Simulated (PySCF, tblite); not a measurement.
**C₆H₁₃OPSi: geometry, infrared bands and NMR shifts**

Aim: predict the infrared bands and NMR shifts of C₆H₁₃OPSi (`CCC1=C([SiH3])C[P@H](=O)C1`).

The runs use tblite 0.8.0 and PySCF 2.14.0, with density-fitted response routines of our own; the level of theory stands in each step. All values are computed, except where a source is named. Atoms are numbered from 0 throughout.

## 1. The molecule as given

22 atoms, charge 0, multiplicity 1; geometry from: force field or distance geometry start.

Bonds of the start (Å): C0–C1 1.53, C1–C2 1.51, C2–C3 1.36, C3–Si4 1.83, C3–C5 1.52, C5–P6 1.82, P6–O7 1.52, P6–C8 1.82, C8–C2 1.51, C0–H9 1.09, C0–H10 1.10, C0–H11 1.09, C1–H12 1.09, C1–H13 1.08, Si4–H14 1.49, Si4–H15 1.48, Si4–H16 1.48, C5–H17 1.09, C5–H18 1.09, P6–H19 1.41, C8–H20 1.10, C8–H21 1.09.

## 2. Optimising the geometry with GFN2-xTB

The job: settings as JSON, then the geometry in Å.

```
{"job": {"kind": "relax", "xc": "GFN2-xTB", "basis": "xTB"}, "charge": 0, "multiplicity": 1}
C      2.248600     1.304300    -0.753300
C      1.263400     0.252100    -1.262000
C      0.337700    -0.228300    -0.165500
C     -0.986800     0.068200    -0.044000
Si    -2.037500     1.135800    -1.100700
C     -1.688100    -0.549700     1.154900
P     -0.515500    -1.812900     1.751000
O     -0.332300    -1.688200     3.253700
C      0.929900    -1.123200     0.892100
H      2.879000     0.917300     0.048200
H      1.704100     2.180400    -0.367100
H      2.883000     1.637000    -1.568900
H      1.825700    -0.610000    -1.628100
H      0.725500     0.649100    -2.113600
H     -1.354200     2.438100    -1.355500
H     -2.277800     0.451100    -2.388700
H     -3.339100     1.386000    -0.440900
H     -1.860600     0.193800     1.937100
H     -2.624100    -1.041900     0.904700
H     -0.843200    -3.066800     1.201200
H      1.545100    -0.538300     1.585600
H      1.507000    -1.934500     0.459200
```

On the command line:

```
$ OMP_NUM_THREADS=1 python probes_run.py task.json out
```

One launch serves the whole session: the jobs run in the order shown.

The log of the run:

```text
step      E/eV     max force
  0    -756.93158    3.938
  1    -757.08378    2.778
  2    -757.15947    0.676
  3    -757.19352    0.610
  4    -757.24848    0.864
  5    -757.25942    0.375
  6    -757.26520    0.152
  7    -757.26924    0.197
  8    -757.27403    0.181
  9    -757.27761    0.146
 10    -757.28056    0.129
 11    -757.28285    0.122
 12    -757.28447    0.094
 13    -757.28559    0.094
 14    -757.28661    0.082
 15    -757.28778    0.121
 16    -757.28905    0.118
 17    -757.29017    0.083
 18    -757.29109    0.072
 19    -757.29192    0.099
 20    -757.29262    0.103
 21    -757.29309    0.057
 22    -757.29338    0.037
 23    -757.29368    0.047
 24    -757.29408    0.084
 25    -757.29462    0.091
 26    -757.29522    0.059
 27    -757.29585    0.058
 28    -757.29647    0.065
 29    -757.29703    0.081
 30    -757.29744    0.056
 31    -757.29775    0.039
 32    -757.29802    0.042
 33    -757.29830    0.053
 34    -757.29858    0.047
 35    -757.29885    0.033
 36    -757.29915    0.041
 37    -757.29951    0.053
 38    -757.29990    0.053
 39    -757.30023    0.034
 40    -757.30050    0.033
 41    -757.30077    0.041
 42    -757.30106    0.051
 43    -757.30135    0.044
 44    -757.30161    0.043
 45    -757.30188    0.046
 46    -757.30228    0.066
 47    -757.30286    0.080
 48    -757.30355    0.070
 49    -757.30419    0.062
 50    -757.30471    0.061
 51    -757.30524    0.061
 52    -757.30591    0.070
 53    -757.30674    0.066
 54    -757.30752    0.059
 55    -757.30808    0.042
 56    -757.30848    0.041
 57    -757.30884    0.043
 58    -757.30915    0.089
 59    -757.30945    0.045
 60    -757.30967    0.036
 61    -757.30989    0.034
 62    -757.31007    0.033
 63    -757.31036    0.045
 64    -757.31055    0.034
 65    -757.31065    0.018
 66    -757.31071    0.019
 67    -757.31080    0.028
 68    -757.31095    0.046
 69    -757.31116    0.051
 70    -757.31136    0.033
 71    -757.31151    0.025
 72    -757.31162    0.029
 73    -757.31175    0.042
 74    -757.31194    0.048
 75    -757.31218    0.043
 76    -757.31246    0.036
 77    -757.31272    0.035
 78    -757.31294    0.036
 79    -757.31311    0.030
 80    -757.31323    0.030
 81    -757.31334    0.032
 82    -757.31345    0.032
 83    -757.31355    0.037
 84    -757.31361    0.020
 85    -757.31365    0.015
 86    -757.31369    0.014
 87    -757.31372    0.011
 88    -757.31374    0.008
```

Along the way: (not every step is listed)

| step | energy from step 0 (eV) | largest force (eV/Å) |
| --- | --- | --- |
| 0 | 0.0000 | 3.9381 |
| 1 | -0.1522 | 2.7785 |
| 2 | -0.2279 | 0.6759 |
| 3 | -0.2619 | 0.6105 |
| 4 | -0.3169 | 0.8640 |
| 5 | -0.3278 | 0.3748 |
| 6 | -0.3336 | 0.1517 |
| 7 | -0.3377 | 0.1968 |
| 8 | -0.3424 | 0.1812 |
| 15 | -0.3562 | 0.1209 |
| 22 | -0.3618 | 0.0370 |
| 29 | -0.3654 | 0.0807 |
| 36 | -0.3676 | 0.0406 |
| 43 | -0.3698 | 0.0444 |
| 50 | -0.3731 | 0.0607 |
| 57 | -0.3773 | 0.0428 |
| 64 | -0.3790 | 0.0345 |
| 71 | -0.3799 | 0.0255 |
| 78 | -0.3814 | 0.0360 |
| 83 | -0.3820 | 0.0372 |
| 84 | -0.3820 | 0.0199 |
| 85 | -0.3821 | 0.0153 |
| 86 | -0.3821 | 0.0138 |
| 87 | -0.3821 | 0.0112 |
| 88 | -0.3822 | 0.0078 |

Close pairs (by a distance rule), those that changed most:

```csv
bond,before (Å),after (Å),change (Å)
P6–O7,1.519,1.464,-0.055
C3–Si4,1.833,1.883,+0.050
Si4–H14,1.493,1.465,-0.028
C2–C3,1.363,1.336,-0.026
C1–C2,1.513,1.496,-0.017
Si4–H16,1.481,1.464,-0.017
P6–C8,1.817,1.832,+0.015
C0–H10,1.101,1.087,-0.014
```

The final coordinates are the input of the step that follows.

## 3. Vibrational analysis with GFN2-xTB

The job: settings as JSON, then the geometry in Å.

```
{"job": {"kind": "ir", "xc": "GFN2-xTB", "basis": "xTB"}, "charge": 0, "multiplicity": 1}
C      2.171482     1.305810    -0.806293
C      1.211547     0.199963    -1.250368
C      0.333993    -0.243183    -0.122655
C     -0.957389     0.072094     0.015092
Si    -1.975092     1.113528    -1.178477
C     -1.618642    -0.459668     1.259618
P     -0.522141    -1.836750     1.761946
O     -0.449594    -2.227454     3.171236
C      0.945825    -1.078755     0.970265
H      2.833560     0.949865    -0.020390
H      1.612245     2.158171    -0.427778
H      2.779486     1.635614    -1.645246
H      1.794095    -0.650351    -1.615127
H      0.593557     0.568610    -2.070871
H     -1.353288     2.425504    -1.372780
H     -2.087448     0.422849    -2.466432
H     -3.304868     1.286501    -0.591979
H     -1.611546     0.281410     2.067509
H     -2.653117    -0.765595     1.099055
H     -0.867397    -2.877563     0.895555
H      1.440315    -0.459113     1.727684
H      1.674007    -1.802100     0.599586
```

The log of the run:

```text
mode    cm-1     km/mol
  1      42.4      0.05
  2      62.4      5.98
  3      80.3      1.25
  4     112.8      0.14
  5     175.0      1.06
  6     190.2      3.09
  7     201.7      3.08
  8     272.8     10.97
  9     304.9     11.60
 10     312.5      1.20
 11     338.8      1.46
 12     395.1      1.79
 13     448.8      5.36
 14     530.2     36.57
 15     557.9     76.80
 16     569.5     60.43
 17     663.7      2.48
 18     677.7      3.76
 19     754.0     37.58
 20     783.1    208.95
 21     789.4    191.70
 22     797.3    312.86
 23     801.4     89.28
 24     812.7     28.35
 25     821.8     51.22
 26     888.1     27.99
 27     945.2     32.34
 28     950.0      7.98
 29    1009.0     10.32
 30    1028.9      5.09
 31    1045.6     11.58
 32    1081.7      3.85
 33    1087.0     19.58
 34    1117.0      4.35
 35    1152.0      3.85
 36    1194.2      2.36
 37    1237.4      3.88
 38    1268.5     40.48
 39    1291.1    365.35
 40    1321.5      0.51
 41    1406.4      3.06
 42    1416.9      4.97
 43    1424.8      2.92
 44    1475.1      0.86
 45    1500.1      3.25
 46    1503.5      2.52
 47    1667.9     60.88
 48    2241.6    260.22
 49    2250.4    256.94
 50    2258.2    314.96
 51    2264.0    258.60
 52    2904.2      1.45
 53    2906.6     22.27
 54    2958.3     22.55
 55    2966.5     21.61
 56    2972.1     18.76
 57    2986.3     32.65
 58    3036.8     40.10
 59    3038.2     43.06
 60    3042.5     21.84
```

Which atoms move in the most intense modes:

```csv
cm⁻¹,km/mol,atoms
783,208.9,"H15 53 %, H14 36 %"
789,191.7,"H16 50 %, H15 23 %, H14 21 %"
797,312.9,"H16 18 %, C8 17 %, H14 16 %, P6 14 %"
1291,365.4,"O7 55 %, P6 37 %"
2242,260.2,H15 92 %
2250,256.9,H14 92 %
2258,315.0,H19 95 %
2264,258.6,H16 95 %
```

## 4. Nuclear shieldings: PBE0/pcSseg-1

Settings changed since step 3:

```diff
@@ -1,2 +1,2 @@
-{"job": {"kind": "ir", "xc": "GFN2-xTB", "basis": "xTB"}, "charge": 0, "multiplicity": 1}
+{"job": {"kind": "nmr", "xc": "PBE0", "basis": "pcSseg-1"}, "charge": 0, "multiplicity": 1}
 C      2.171482     1.305810    -0.806293
```

With the program's defaults for keys left out, this is: GIAO PBE0/pcSseg-1 NMR shielding, non-relativistic, gas phase.

The log of the run:

```text
coarse grid: 18912 points
cycle   1  E = -941.6038501576  dE =  1.313e+00  |g| = 9.450e-01  |ddm| = 4.369e+00
cycle   2  E = -940.9977464341  dE =  6.061e-01  |g| = 1.940e+00  |ddm| = 3.884e+00
cycle   3  E = -941.7708495053  dE = -7.731e-01  |g| = 2.447e-01  |ddm| = 3.190e+00
cycle   4  E = -941.7836646964  dE = -1.282e-02  |g| = 9.427e-02  |ddm| = 4.060e-01
cycle   5  E = -941.7859139363  dE = -2.249e-03  |g| = 1.570e-02  |ddm| = 1.186e-01
cycle   6  E = -941.7859660732  dE = -5.214e-05  |g| = 6.530e-03  |ddm| = 2.383e-02
cycle   7  E = -941.7859756440  dE = -9.571e-06  |g| = 2.389e-03  |ddm| = 8.506e-03
final grid: 172144 points
cycle   8  E = -941.8503041976  dE = -2.481e-05  |g| = 1.283e-02  |ddm| = 3.908e-02
cycle   9  E = -941.8502324115  dE =  7.179e-05  |g| = 2.213e-02  |ddm| = 3.857e-02
cycle  10  E = -941.8503413781  dE = -1.090e-04  |g| = 2.701e-03  |ddm| = 2.659e-02
cycle  11  E = -941.8503429041  dE = -1.526e-06  |g| = 1.918e-04  |ddm| = 2.566e-03
cycle  12  E = -941.8503429107  dE = -6.654e-09  |g| = 1.071e-04  |ddm| = 3.961e-04
cycle  13  E = -941.8503429130  dE = -2.312e-09  |g| = 4.045e-05  |ddm| = 1.469e-04
cycle  14  E = -941.8503429134  dE = -3.304e-10  |g| = 1.365e-05  |ddm| = 5.282e-05
converged SCF energy = -941.8503429134

GIAO shielding tensors (ppm)
atom      isotropic    diamagn.    paramagn.     s11        s22        s33       span
  0 C      171.532     248.082     -76.550    158.219    170.366    186.012     27.793
  1 C      151.475     247.623     -96.148    139.194    145.675    169.555     30.361
  2 C       24.736     266.247    -241.511    -97.740     33.344    138.603    236.343
  3 C       61.789     261.662    -199.873    -36.181     69.434    152.116    188.297
  4 Si     432.290     883.016    -450.725    396.157    432.870    467.845     71.688
  5 C      144.684     257.816    -113.132    120.693    141.832    171.528     50.835
  6 P      299.049     962.491    -663.442    131.383    254.645    511.119    379.736
  7 O      230.108     385.903    -155.795    128.641    279.411    282.271    153.630
  8 C      148.647     255.821    -107.175    133.979    143.343    168.618     34.638
  9 H       30.464      30.862      -0.399     25.696     30.070     35.626      9.930
 10 H       30.854      31.577      -0.724     26.605     29.972     35.983      9.378
 11 H       30.501      28.480       2.020     26.215     27.190     38.097     11.882
 12 H       29.700      31.960      -2.260     26.123     28.332     34.643      8.519
 13 H       29.502      33.910      -4.408     25.081     29.873     33.551      8.470
 14 H       27.418      30.620      -3.202     23.480     26.808     31.966      8.485
 15 H       27.403      30.444      -3.041     23.958     25.911     32.340      8.383
 16 H       27.778      29.997      -2.219     23.977     26.793     32.564      8.586
 17 H       28.940      32.005      -3.065     26.242     26.978     33.600      7.358
 18 H       29.251      31.149      -1.898     25.166     28.658     33.927      8.761
 19 H       24.359      29.024      -4.665     21.007     23.382     28.688      7.682
 20 H       29.001      32.353      -3.352     25.689     28.122     33.193      7.504
 21 H       29.631      31.854      -2.223     25.993     28.890     34.011      8.018
```

Wall time 70 s (1 thread, shared host).

Shifts follow as δ = σ(reference) − σ, with reference shieldings (ppm) from runs at the same level and on the same kind of geometry: 1H TMS 31.72, 13C TMS 186.9, 29Si TMS 349.2, 17O H2O 336.1, 31P H3PO4 318.4. The references are single molecules in the gas phase, so shifts against H2O, NH3, PH3, H3PO4 or CFCl3 are not on the usual liquid scales and can be off by tens of ppm. Atoms listed in one row are averaged.

| atoms | environment | σ (ppm) | δ (ppm) | δ scaled to CDCl3 |
| --- | --- | --- | --- | --- |
| C2 | fully substituted alkene carbon | 24.7 | 162.2 | 156.4 |
| C3 | fully substituted alkene carbon | 61.8 | 125.1 | 120.2 |
| C5 | allylic sp3 CH2 bonded to P | 144.7 | 42.2 | 39.3 |
| C8 | allylic sp3 CH2 bonded to P | 148.6 | 38.3 | 35.4 |
| C1 | allylic sp3 CH2 | 151.5 | 35.5 | 32.7 |
| C0 | methyl carbon | 171.5 | 15.4 | 13.1 |
| H19 | hydrogen on a phosphorus bonded to 2 C, O, in a 5-membered ring | 24.36 | 7.36 | – |
| H14, H15, H16 | hydrogen on a silicon bonded to C | 27.53 | 4.18 | – |
| H17 | hydrogen on an allylic sp3 CH2 bonded to P | 28.94 | 2.78 | 2.72 |
| H20 | hydrogen on an allylic sp3 CH2 bonded to P | 29.00 | 2.72 | 2.67 |
| H18 | hydrogen on an allylic sp3 CH2 bonded to P | 29.25 | 2.47 | 2.43 |
| H13 | hydrogen on an allylic sp3 CH2 | 29.50 | 2.22 | 2.19 |
| H21 | hydrogen on an allylic sp3 CH2 bonded to P | 29.63 | 2.09 | 2.07 |
| H12 | hydrogen on an allylic sp3 CH2 | 29.70 | 2.02 | 2.01 |
| H9, H10, H11 | hydrogen on a methyl carbon | 30.61 | 1.11 | 1.15 |
| Si4 | silicon bonded to C, 3 H | 432.3 | -83.1 | – |
| P6 | phosphorus bonded to 2 C, O, H, in a 5-membered ring | 299.0 | 19.3 | – |
| O7 | P=O oxygen | 230.1 | 106.0 | – |

The scaled column applies a straight-line fit of computed shieldings to shifts measured in CDCl3 (root-mean-square error 0.16 ppm for H, 1.9 ppm for C).

Charges from the same density, by scheme (e):

```
atoms  Mulliken    IAO  Hirshfeld  ESP fit
   C0     -0.27  -0.41      -0.11    -0.14
   C1     -0.16  -0.25      -0.06     0.01
   C2     -0.32   0.03       0.01    -0.07
   C3     -0.37  -0.30      -0.10    -0.09
  Si4      0.52   0.58       0.31     0.36
   C5     -0.41  -0.53      -0.12    -0.40
   P6      0.89   1.42       0.41     0.83
   O7     -0.60  -0.91      -0.41    -0.64
   C8     -0.37  -0.54      -0.12    -0.46
```

Mayer bond orders: C0–C1 1.04, C1–C2 1.08, C2–C3 1.78, C3–Si4 0.88, C3–C5 1.02, C5–P6 0.91, P6–O7 1.87, P6–C8 0.89, C8–C2 1.04.

Ring of atoms C2, C3, C5, P6, C8: NICS(0) -2.8, NICS(1) -4.1, NICS(1)zz -0.8 ppm (means of both faces; NICS(1) differs between them: -6.4 and -1.7).

The two faces differ (NICS(1)zz -3.9 and 2.2 ppm).

The fields below are evaluated on a grid from the run's orbitals.

Frontier orbitals at PBE0/pcSseg-1, with the share of their density that lies nearest to each atom:

```csv
orbital,energy (eV),lies on
HOMO,-7.40,"C2, C3 about 30 % each"
LUMO,-0.63,"C2, C3 about 27 % each; Si4 7 %"
```

ELF in a plane through or near 8 of the atoms.

Values, 10 rows by 14 columns:
```
0.00 0.00 0.00 0.00 0.00 0.00 0.00 0.00 0.00 0.00 0.00 0.00 0.00 0.00
0.00 0.00 0.00 0.00 0.00 0.01 0.01 0.12 0.80 0.25 0.00 0.00 0.00 0.00
0.00 0.00 0.00 0.00 0.13 0.86 0.67 0.67 1.00 0.99 0.02 0.00 0.00 0.00
0.00 0.00 0.00 0.00 0.03 0.79 0.38 0.24 0.36 0.03 0.58 0.04 0.00 0.00
0.00 0.00 0.02 0.03 0.03 0.08 0.16 0.39 0.71 0.56 0.98 0.46 0.00 0.00
0.00 0.01 0.99 0.99 0.42 0.71 0.63 0.60 0.10 0.95 0.49 0.03 0.00 0.00
0.00 0.00 0.49 0.38 0.85 0.40 0.19 0.32 0.80 0.10 0.79 0.77 0.16 0.00
0.00 0.00 0.00 0.02 0.49 0.02 0.09 0.39 0.16 0.20 0.81 0.77 0.07 0.00
0.00 0.00 0.00 0.00 0.00 0.00 0.00 0.00 0.00 0.00 0.02 0.00 0.00 0.00
0.00 0.00 0.00 0.00 0.00 0.00 0.00 0.00 0.00 0.00 0.00 0.00 0.00 0.00
```
The map spans 12.3 Å across and 12.0 Å up, centred on the molecule. Atoms in the plane (x, y in Å): C0 (-2.5, -0.7), C3 (0.6, 0.8), Si4 (0.0, 2.6), C5 (2.0, 0.5), O7 (3.2, -2.1), H11 (-3.6, -0.6), H16 (1.1, 3.4), H18 (2.7, 1.2).

log10 of the density (e/Å³) in the same plane.

Ten even steps from ' ' (-4.0) to '@' (0.9):
```
                                                        
                        ......::::....                  
                ....::------========--::..              
              ..::----==++++++****++==--::              
              ::--==++******####%%##++==::..            
            ..::--++**####@@@@####**++==--::..          
            ..::--==**####%%@@##**++++++++==--..        
          ..::::--====++**########****####++==::        
      ..::--====++++++++**##%%@@%%%%%%%%##**==--        
    ..::==++******##****##%%%%%%%%%%@@%%##++==--..      
    ::--**##%%%%%%%%######%%%%######%%##**++==--..      
    ::--**##%%%%@@%%##**##%%%%######%%%%##**++==--..    
    ..::==++**######**++**##%%@@%%##%%%%%%%%##**==::    
      ..::--==++****++==**##%%%%######%%@@@@%%**==::    
        ..::----====--==++******++++**##%%%%##++--..    
              ........::----====----====++++==--..      
                        ..::::::......::::::::..        
                                                        
                                                        
                                                        
```
The map spans 12.3 Å across and 12.0 Å up, centred on the molecule. Atoms in the plane (x, y in Å): C0 (-2.5, -0.7), C3 (0.6, 0.8), Si4 (0.0, 2.6), C5 (2.0, 0.5), O7 (3.2, -2.1), H11 (-3.6, -0.6), H16 (1.1, 3.4), H18 (2.7, 1.2).

On the surface of density 0.002 e/bohr³ the electrostatic potential runs, from the 1st to the 99th percentile, from -2.26 V near O7 to 1.10 V near H21.

## 5. Results

| quantity | value |
| --- | --- |
| strongest single infrared mode (GFN2-xTB) | 1291 cm⁻¹, 365 km/mol |
| zero-point energy (GFN2-xTB) | 106.3 kcal/mol |
| 13C shifts against TMS (PBE0/pcSseg-1) | 162.2, 125.1, 42.2, 38.3, 35.5, 15.4 ppm |
| 1H shifts against TMS (PBE0/pcSseg-1, means over atoms taken as alike) | 7.36, 4.18, 2.78, 2.72, 2.47, 2.22, 2.09, 2.02, 1.11 ppm |
| 29Si shifts against TMS (PBE0/pcSseg-1) | -83.1 ppm |
| 31P shifts against H3PO4 (PBE0/pcSseg-1) | 19.3 ppm |
| 17O shifts against H2O (PBE0/pcSseg-1) | 106.0 ppm |
| surface potential, 1st and 99th percentile | -2.26 V and 1.10 V |

What this shows: Over 88 steps the energy fell by 0.382 eV; of the close pairs, P6–O7 changed most, 1.519 to 1.464 Å. No mode is imaginary among the 60: a minimum at this level. The strongest single mode, at 1291 cm⁻¹, moves mainly O7 and P6. Unscaled tight-binding wavenumbers are off by several per cent, some by more. Its intensities can rank the bands wrongly. At PBE0/pcSseg-1: Shielding is most anisotropic at P6 (span 380 ppm, paramagnetic term -663 ppm). By nearest atom (PBE0/pcSseg-1), the HOMO sits on C2, C3 about 30 % each and the LUMO on C2, C3 about 27 % each; Si4 7 %.
